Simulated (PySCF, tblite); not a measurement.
# C₅H₉NO₂Si: geometry, infrared bands and NMR shifts

Aim: predict the infrared bands and NMR shifts of C₅H₉NO₂Si (`C=C[C@@H]1C[Si@H](C(N)=O)O1`).

Computed with tblite 0.8.0 and PySCF 2.14.0, with density-fitted response routines of our own, on a single molecule in the gas phase. Atoms are numbered from 0 throughout.

**1. Starting geometry**

18 atoms, charge 0, multiplicity 1; geometry from: force field or distance geometry start.

Bonds of the start (Å): C0–C1 1.33, C1–C2 1.50, C2–C3 1.54, C3–Si4 1.85, Si4–C5 1.88, C5–N6 1.37, C5–O7 1.23, Si4–O8 1.67, O8–C2 1.46, C0–H9 1.09, C0–H10 1.09, C1–H11 1.08, C2–H12 1.10, C3–H13 1.10, C3–H14 1.10, Si4–H15 1.48, N6–H16 1.01, N6–H17 1.01.

**2. Relaxing the molecule with GFN2-xTB**

What the job is given:

```
{"job": {"kind": "relax", "xc": "GFN2-xTB", "basis": "xTB"}, "charge": 0, "multiplicity": 1}
C     -3.184300     0.304800     0.746300
C     -2.024200     0.823800     0.346900
C     -1.057300     0.008100    -0.451400
C     -0.339100    -1.106900     0.338000
Si     1.129100    -0.600400    -0.661600
C      2.726000    -0.268300     0.265000
N      3.100600     1.021100     0.559400
O      3.411600    -1.229000     0.604700
O      0.146100     0.739200    -0.839900
H     -3.497200    -0.706600     0.501300
H     -3.889300     0.901300     1.332000
H     -1.745800     1.833900     0.615000
H     -1.582800    -0.359100    -1.349800
H     -0.713700    -2.124800     0.171700
H     -0.232500    -0.929500     1.422400
H      1.241600    -1.288100    -1.969700
H      2.540800     1.823300     0.301900
H      3.961700     1.163500     1.069400
```

Command:

```console
OMP_NUM_THREADS=1 python probes_run.py task.json out
```

This one command runs all jobs of the session in turn.

**Question.** This job is followed by: GFN2-xTB harmonic vibrations, gas phase; GIAO PBE0/pcSseg-1 NMR shielding, non-relativistic, gas phase. What will the session give for the following? strongest single infrared mode (GFN2-xTB); zero-point energy (GFN2-xTB); 13C shifts against TMS (PBE0/pcSseg-1); 1H shifts against TMS (PBE0/pcSseg-1, means over atoms taken as alike); 29Si shifts against TMS (PBE0/pcSseg-1); 15N shifts against NH3 (PBE0/pcSseg-1); 17O shifts against H2O (PBE0/pcSseg-1).

As calculated:

```
                                                              quantity                                               value
                             strongest single infrared mode (GFN2-xTB)                               1720 cm⁻¹, 439 km/mol
                                          zero-point energy (GFN2-xTB)                                       83.9 kcal/mol
                                13C shifts against TMS (PBE0/pcSseg-1)                 181.2, 152.5, 119.9, 82.8, 30.3 ppm
1H shifts against TMS (PBE0/pcSseg-1, means over atoms taken as alike)  6.38, 5.82, 5.48, 5.41, 5.35, 5.14, 2.49, 1.96 ppm
                               29Si shifts against TMS (PBE0/pcSseg-1)                                            -5.8 ppm
                                15N shifts against NH3 (PBE0/pcSseg-1)                                           133.7 ppm
                                17O shifts against H2O (PBE0/pcSseg-1)                                     491.1, 98.2 ppm
```

What this shows: The optimisation took 134 steps and gained 0.346 eV; among the close pairs (by a distance rule), C3–Si4 changed most, from 1.847 to 1.908 Å. All 48 modes are real, so the xTB geometry is a minimum. The strongest single mode, at 1720 cm⁻¹, moves mainly C5 and O7. Unscaled tight-binding wavenumbers are off by several per cent, some by more. Its intensities can rank the bands wrongly. H11 (hydrogen on an alkene CH) lies farthest downfield among hydrogen, at 6.38 ppm; attached to an sp2 carbon and in the plane of the double bond. At PBE0/pcSseg-1: The widest tensor belongs to O7: span 897 ppm, with a paramagnetic part of -551 ppm.
